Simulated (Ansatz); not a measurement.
# GdMn (CsCl type): a single-point run

The task is a single-point run on GdMn (CsCl type). The structure is shown as the input types it.

Program: Ansatz 0.2.0. Level of theory: DFT r2SCAN, scalar-relativistic, plane waves, PAW. These are calculated values, not measurements.

2 further runs of the same task are left out: 2 that didn't finish. Runs told in other sessions of the task aren't counted.

**1. The system as given**

Symmetry: Pm-3m, No. 221, cubic system. The conventional cell has a = 3.637 Å, b = 3.637 Å, c = 3.637 Å, α = 90.00°, β = 90.00°, γ = 90.00°. Around Gd (site symmetry m-3m) lie 8 Mn at 3.15 Å. Mn (site symmetry m-3m) is surrounded by 8 Gd at 3.15 Å.

Structure file:

```xyz
2
Lattice="3.6371 0.0000 0.0000 0.0000 3.6371 0.0000 0.0000 0.0000 3.6371" Properties=species:S:1:pos:R:3 pbc="T T T"
Gd    0.0000    0.0000    0.0000
Mn    1.8186    1.8186    1.8186
```

**2. The calculation**

input.yaml

```yaml
crystal:
  lattice:
    - [3.6371248547, 0.0, 0.0]
    - [0.0, 3.6371248547, 0.0]
    - [0.0, 0.0, 3.6371248547]
  atoms:
    - { symbol: Gd, position: [0.0, 0.0, 0.0], spin: 7.0 }
    - { symbol: Mn, position: [0.5, 0.5, 0.5], spin: -3.5 }
basis:
  ecutwfc: 500
  ecutrho_ratio: 4
kpoints:
  mp_grid: { grid: [1, 1, 1] }
hamiltonian:
  xc: r2scan
scf:
  occupations: { method: gaussian, width: 0.05 }
  max_iter: 60
output:
  forces: true
  stress: true
magnetization:
  spin_polarized: true
```

The run is started by

```bash
> ansatz run input.yaml --threads 2 --pin off --max-ram 2662MiB --backend cpu --events-out ev --progress --plain --runs-dir out
```

What happens when this is run?

This run ends as converged, with warnings (stability check not made). It gives a pressure of -23 GPa, which is large.

Look at the input: kpoints.mp_grid.grid is [1, 1, 1]. The zone is sampled at a single point, which suits only large cells or molecules.

The test: set kpoints.mp_grid.grid to [10, 10, 10].
